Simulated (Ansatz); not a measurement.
# GeSb4Te7 (P-3m1) in Ansatz: single point with PBE0

Aim: the single point of GeSb4Te7 with PBE0.

Everything below comes from runs of Ansatz 0.2.0. Logs are shortened: lines on timing, memory, paths and dates and some standing lists are left out, and cuts for length are marked.

### Step 1. The crystal as given

The structure is trigonal, space group P-3m1 (No. 164). The conventional cell has a = 4.289 Å, b = 4.289 Å, c = 24.638 Å, α = 90.00°, β = 90.00°, γ = 120.00°. Te (site symmetry 3m) has 3 Sb at 3.00 Å as nearest neighbours. Around Te (site symmetry -3m) lie 6 Sb at 3.18 Å. Te (site symmetry 3m) is surrounded by 3 Ge at 3.00 Å and 3 Sb at 3.19 Å. Te (site symmetry 3m) has 3 Sb at 3.01 Å as nearest neighbours. Around Sb (site symmetry 3m) lie 6 Te at 3.00 to 3.19 Å. Around Sb (site symmetry 3m) lie 6 Te at 3.01 to 3.18 Å. Around Ge (site symmetry -3m) lie 6 Te at 3.00 Å.

The cell is a database's computed one.

### Step 2. Single point, PBE0

Contents of input:

```
crystal:
  lattice:
    - [4.2893002584, 0.0, 0.0]
    - [-2.1446501292, 3.7146429882, 0.0]
    - [0.0, 0.0, 24.63777845]
  atoms:
    - { symbol: Te, position: [0.0, 0.0, 0.28102171] }
    - { symbol: Te, position: [0.0, 0.0, 0.0] }
    - { symbol: Te, position: [0.3333333333, 0.6666666667, 0.5686057] }
    - { symbol: Te, position: [0.6666666667, 0.3333333333, 0.4313943] }
    - { symbol: Te, position: [0.0, 0.0, 0.71897829] }
    - { symbol: Te, position: [0.6666666667, 0.3333333333, 0.15026813] }
    - { symbol: Te, position: [0.3333333333, 0.6666666667, 0.84973187] }
    - { symbol: Sb, position: [0.6666666667, 0.3333333333, 0.6502485] }
    - { symbol: Sb, position: [0.3333333333, 0.6666666667, 0.08110138] }
    - { symbol: Sb, position: [0.3333333333, 0.6666666667, 0.3497515] }
    - { symbol: Sb, position: [0.6666666667, 0.3333333333, 0.91889862] }
    - { symbol: Ge, position: [0.0, 0.0, 0.5] }
hamiltonian:
  xc: pbe0
  pseudopotentials: { kind: paw }
kpoints:
  mp_grid: { grid: [6, 6, 2] }
scf:
  occupations: { method: fermi_dirac, width: 0.05 }
output:
  forces: true
  stress: true
  eigenvalues: true
  write_density: true
  write_potential: true
  elf: true
  volumetric_format: npy
```

Potentials or basis: Ansatz PAW.

The program printed:

```text
Warning: output.stress: scf.convergence.dr2_threshold = 1e-7 eV (the SCF's general default) is looser than the 1.2e-9 eV advised for a printed stress (1e-10 eV for each atom of the cell: 12). What an SCF threshold leaves in a stress goes as its square root, and in the free energy as the threshold itself, and one threshold admits the most on a small cell: of the crystals measured, under no hybrid functional and no lock of the moments, on runs that ended without the residual-converged pass, on stresses that held no estimate of that error, the worst erred by over 100 MPa in a component at 1e-7 eV an atom and by under 5 at 1e-10. Set scf.convergence.dr2_threshold to 1.2e-9 eV or tighter. The threshold is an SCF's pass mark: one that does not reach it within its budget of iterations ends unconverged, or closes short of it on a stop that the run arms, and scf.convergence.dr2_threshold's page says what that costs each kind of run
Warning: output.stress: scf.exx.energy_threshold = 1e-6 eV is looser than the 1.2e-7 eV advised for a stress under a hybrid functional (1e-8 eV for each atom of the cell: 12). Every SCF of the exchange loop can meet its threshold on dr2 while the loop round them stops early: no threshold on dr2 bounds what that leaves in the stress. Set scf.exx.energy_threshold to 1.2e-7 eV or tighter. The threshold is the loop's pass mark: a loop that does not reach it within its budget of cycles ends unconverged, and scf.exx.energy_threshold's page has the law
GPUs: using 1 of 1 available (devices: 1).
Engine: ansatz 0.2.0, x86_64-unknown-linux-gnu
Pseudopotentials: kind: paw
Pseudopotential: Te, paw, valence charge 16, recommended cutoff 420 eV (normal), Te.paw.azcp
Pseudopotential: Sb, paw, valence charge 15, recommended cutoff 420 eV (normal), Sb.paw.azcp
Pseudopotential: Ge, paw, valence charge 14, recommended cutoff 420 eV (normal), Ge.paw.azcp
Functional definition: PBE0
  parameter a = 0.25
  parameter kappa = 0.804
  parameter beta = 0.06672455060314922
  exchange = (1 - a)*pbe_x(kappa = kappa, mu = beta*pi^2/3) + a*exact_x
  correlation = pbe_c(beta = beta)
device memory: the entry about to start is reckoned to put 4.0 GiB on a device that reports 48.8 GiB free (of which the cap on the GPU budget leaves the run 18.0 GiB)
GPU FFT provider: cuFFT
GPU libraries: cuBLAS 13.8.2, cuFFT 12.4.0, cuSOLVER 12.3.4
Crystal: 12 atoms, lattice volume = 392.559 Å³
Basis set: ecut = 420 eV, 7661 PW (Γ), exchange–correlation on 60×60×360 points (8 copies of the dense FFT grid, shifted against one another)
Bands: 112, of which v1, the nominal top of the filled ones, is band 93 counted from 1 (92 counted from 0)
Symmetry: 12 space group operations
Space group: P-3m1 (ITA 164), of the structure as read, at distance tolerance 7.3e-5 Å
k-points: 14 of 72
Non-local potential: Te, projectors of the file, l = 0: 2, l = 1: 2, l = 2: 2, l = 3: 2
Non-local potential: Sb, projectors of the file, l = 0: 2, l = 1: 2, l = 2: 2, l = 3: 2
Non-local potential: Ge, projectors of the file, l = 0: 2, l = 1: 2, l = 2: 3, l = 3: 1
PAW form: soft (Blöchl's): semilocal exchange-correlation on the pseudo side does not see the compensation charge
PAW frozen core: Te, regenerated for the run's functional, and the local potential with it (the file was generated under x = pbe(κ = 0.804, μ = 0.2195149727645171), c = pbe(β = 0.06672455060314922))
PAW frozen core: Sb, regenerated for the run's functional, and the local potential with it (the file was generated under x = pbe(κ = 0.804, μ = 0.2195149727645171), c = pbe(β = 0.06672455060314922))
[... 79 lines left out ...]
Entropy (-TS):   -0.000000 eV (-0.000 meV/atom)
Fermi energy:    8.798160 eV
--- Per-component energies (eV) ---
  E_band       = -3222.765374
  E_kinetic    = 2186.916514
  E_local      = -19465.555557  (includes V_loc(G=0)·N_el)
  E_nonlocal   = -323.050253
  E_hartree    = 10477.909921
  E_xc         = -1153.990938
  E_vxc        = -909.174358  (∫ρ·V_xc dr)
  E_exx        = -607.421218  (= α·E_x^exact, valence–valence)
  E_paw        = -52723.210913  (= ΣΔE_a)
  E_vpaw       = -4452.877809  (= ΣTr[D̂ρ^β])
  E_aug_tail   = -0.000947  (compensation charges beyond the density's cutoff)
  E_ewald      = -17523.191571
  E_core_change = -1.422972  (= ΣΔE_core)
  E_smearing   = -0.000000  (= −TS)
  E_closure    = -0.000000  (closes the sum)
  Σ components = -79133.017935   (vs F -79133.017935, Δ=0.00e0)
--- Forces (eV/Å), atoms counted from 1 ---
  atom   1  Te     0.00000000    -0.00000000     0.23449083
  atom   2  Te     0.00000000    -0.00000000     0.00000000
  atom   3  Te    -0.00000000     0.00000000     0.00158720
  atom   4  Te     0.00000000    -0.00000000    -0.00158720
  atom   5  Te    -0.00000000     0.00000000    -0.23449083
  atom   6  Te    -0.00000000     0.00000000    -0.23480066
  atom   7  Te     0.00000000    -0.00000000     0.23480066
  atom   8  Sb     0.00000000    -0.00000000     0.15246756
  atom   9  Sb     0.00000000    -0.00000000     0.09664282
  atom  10  Sb    -0.00000000     0.00000000    -0.15246756
  atom  11  Sb    -0.00000000     0.00000000    -0.09664282
  atom  12  Ge    -0.00000000    -0.00000000     0.00000000
  max |Σ_I F_I| component: 4.16e-17 eV/Å
--- Stress (GPa, compression-positive) ---
       -0.864352       0.000000       0.000000
       -0.000000      -0.864352      -0.000000
        0.000000      -0.000000      -0.818202
  P = ⅓ Tr σ = -0.8490 GPa (-8.490 kbar)
--- Band table (eV; the first three rows and the last of 14) ---
  k-point 0: bands = ["-31.4504", "-31.4504", "-31.4504", "-31.4504", "-31.4298", "-31.4298", "-31.4298", "-31.4298", "-31.4199", "-31.4199", "-31.4122", "-31.4122", "-31.4122", "-31.4122", "-31.3977", "-31.3977", "-31.3977", "-31.3977", "-31.3903", "-31.3903", "-31.1784", "-31.1781", "-31.1776", "-31.1776", "-31.1768", "-31.1768", "-31.1649", "-31.1576", "-31.1576", "-31.1545", "-31.1545", "-31.1543", "-31.1543", "-31.1177", "-31.1177", "-24.1596", "-24.1596", "-24.1596", "-24.1596", "-24.1499", "-24.1499", "-24.1496", "-24.1496", "-24.1496", "-24.1496", "-24.1490", "-24.1490", "-24.1478", "-24.1478", "-24.1401", "-24.1401", "-24.1400", "-24.1398", "-24.1398", "-24.1397", "-20.2029", "-20.2029", "-20.1936", "-20.1895", "-20.1895", "-6.3916", "-6.3137", "-6.1220", "-5.7553", "-5.2737", "-4.4699", "-4.4058", "-1.5263", "-1.4398", "-0.4179", "0.3502", "1.5004", "4.9004", "5.6970", "5.8895", "5.8895", "5.8944", "5.9561", "5.9561", "5.9679", "5.9679", "6.1692", "6.1692", "6.4929", "6.4929", "6.7867", "6.7867", "6.8822", "6.8822", "7.0201", "7.0959", "7.9607", "8.1223", "9.4760", "9.5598", "9.5598", "9.5683", "9.6594", "9.6594", "10.2607", "10.2607", "10.3044", "10.9354", "10.9354", "10.9767", "11.7511", "11.8091", "11.8091", "13.9421", "14.3133", "14.7911", "14.8188"]
  k-point 1: bands = ["-31.4504", "-31.4504", "-31.4504", "-31.4504", "-31.4298", "-31.4298", "-31.4298", "-31.4298", "-31.4199", "-31.4199", "-31.4122", "-31.4122", "-31.4122", "-31.4122", "-31.3977", "-31.3977", "-31.3977", "-31.3977", "-31.3903", "-31.3903", "-31.1784", "-31.1781", "-31.1776", "-31.1776", "-31.1768", "-31.1768", "-31.1649", "-31.1576", "-31.1576", "-31.1545", "-31.1545", "-31.1543", "-31.1543", "-31.1177", "-31.1177", "-24.1596", "-24.1596", "-24.1596", "-24.1596", "-24.1499", "-24.1499", "-24.1496", "-24.1496", "-24.1496", "-24.1496", "-24.1490", "-24.1490", "-24.1478", "-24.1478", "-24.1401", "-24.1401", "-24.1400", "-24.1398", "-24.1398", "-24.1397", "-20.2029", "-20.2029", "-20.1936", "-20.1895", "-20.1895", "-6.3607", "-6.3589", "-6.0929", "-5.7828", "-5.2485", "-4.5444", "-4.3414", "-1.6524", "-1.2577", "-0.5253", "0.4207", "1.4745", "5.0279", "5.3422", "5.8915", "5.8915", "5.9401", "5.9401", "5.9851", "5.9851", "6.1633", "6.1633", "6.3282", "6.5016", "6.5016", "6.5990", "6.7687", "6.7687", "6.8946", "6.8946", "7.3885", "7.8081", "8.2141", "9.3939", "9.5128", "9.5128", "9.6495", "9.7310", "9.7310", "10.2206", "10.2206", "10.2893", "10.9563", "10.9563", "10.9805", "11.7508", "11.8025", "11.8025", "13.9516", "14.3072", "14.7382", "14.8578"]
  k-point 2: bands = ["-31.4504", "-31.4504", "-31.4500", "-31.4500", "-31.4299", "-31.4299", "-31.4298", "-31.4298", "-31.4196", "-31.4196", "-31.4122", "-31.4122", "-31.4118", "-31.4118", "-31.3978", "-31.3978", "-31.3977", "-31.3977", "-31.3901", "-31.3900", "-31.1782", "-31.1780", "-31.1777", "-31.1775", "-31.1769", "-31.1768", "-31.1647", "-31.1577", "-31.1576", "-31.1544", "-31.1543", "-31.1540", "-31.1539", "-31.1177", "-31.1173", "-24.1605", "-24.1605", "-24.1589", "-24.1589", "-24.1508", "-24.1500", "-24.1499", "-24.1499", "-24.1493", "-24.1493", "-24.1493", "-24.1484", "-24.1472", "-24.1472", "-24.1405", "-24.1402", "-24.1398", "-24.1394", "-24.1393", "-24.1390", "-20.2036", "-20.2028", "-20.1933", "-20.1896", "-20.1892", "-6.1140", "-6.0366", "-5.8528", "-5.4984", "-5.0441", "-4.3065", "-4.2467", "-1.4815", "-1.4396", "-0.6555", "-0.0757", "0.8617", "4.0472", "4.1613", "4.4723", "4.5547", "5.0061", "5.1545", "5.1834", "5.1968", "5.3284", "5.4511", "5.7507", "5.7798", "6.2297", "6.2793", "6.7989", "6.8963", "7.0246", "7.1676", "7.5432", "7.6439", "7.9874", "9.7340", "9.9329", "10.0696", "10.1061", "10.2919", "10.5485", "10.7247", "10.7781", "11.3385", "11.3902", "11.3949", "12.0276", "12.1710", "12.2586", "12.8639", "13.4565", "13.5241", "14.3008", "14.4126"]
  k-point 13: bands = ["-31.4494", "-31.4494", "-31.4491", "-31.4491", "-31.4302", "-31.4302", "-31.4299", "-31.4299", "-31.4188", "-31.4188", "-31.4113", "-31.4113", "-31.4109", "-31.4109", "-31.3980", "-31.3980", "-31.3978", "-31.3978", "-31.3892", "-31.3892", "-31.1783", "-31.1779", "-31.1779", "-31.1768", "-31.1768", "-31.1767", "-31.1640", "-31.1579", "-31.1579", "-31.1535", "-31.1532", "-31.1532", "-31.1531", "-31.1166", "-31.1166", "-24.1612", "-24.1612", "-24.1593", "-24.1593", "-24.1513", "-24.1513", "-24.1501", "-24.1495", "-24.1495", "-24.1493", "-24.1493", "-24.1491", "-24.1452", "-24.1452", "-24.1395", "-24.1393", "-24.1393", "-24.1392", "-24.1371", "-24.1371", "-20.2042", "-20.2042", "-20.1924", "-20.1888", "-20.1888", "-4.0016", "-4.0010", "-3.9653", "-3.9653", "-3.9155", "-3.9155", "-3.8974", "-2.5822", "-2.5822", "-2.5584", "-2.5584", "-1.2784", "2.4247", "2.5520", "2.5520", "2.9365", "2.9365", "2.9982", "3.3222", "3.3222", "3.6149", "3.9648", "4.3992", "4.3992", "5.1621", "5.1621", "5.2405", "5.8566", "6.6474", "6.6474", "7.2845", "7.2845", "7.3362", "10.0123", "10.2995", "10.2995", "11.0479", "11.3339", "11.3339", "11.8614", "11.8614", "12.0210", "13.0131", "13.3446", "13.3446", "14.2246", "14.3575", "14.3575", "14.9106", "14.9106", "15.1007", "15.2367"]
```

It took 2.6 min on 1 × NVIDIA H100 80GB HBM3 with 2 threads of AMD EPYC 7R13 (Zen 3), shared host; peak memory 8.8 GiB.

Results:

| Item | Value |
| --- | --- |
| Free energy | -79133.0179 eV |
| Pressure | -0.8 GPa |
| Largest force | 0.235 eV/Å |
| Band gap on the k mesh | 1.18 eV, direct |

Forces on the atoms (eV/Å):
```
Te   0.000  0.000  0.234
Te   0.000  0.000  0.000
Te   0.000  0.000  0.002
Te   0.000  0.000 -0.002
Te   0.000  0.000 -0.234
Te   0.000  0.000 -0.235
Te   0.000  0.000  0.235
Sb   0.000  0.000  0.152
Sb   0.000  0.000  0.097
Sb   0.000  0.000 -0.152
Sb   0.000  0.000 -0.097
Ge   0.000  0.000  0.000
```

Caveat: spin-orbit coupling is left out, which moves the levels of the heavy elements; this functional lacks dispersion, which binds the layers, so the pressure and a relaxed spacing across them are unreliable; the PAW data sets come from PBE, with cores solved anew for the run's functional, which leaves a small shift of forces and pressure; the thresholds are loose for stress. A k mesh can miss the band edges.
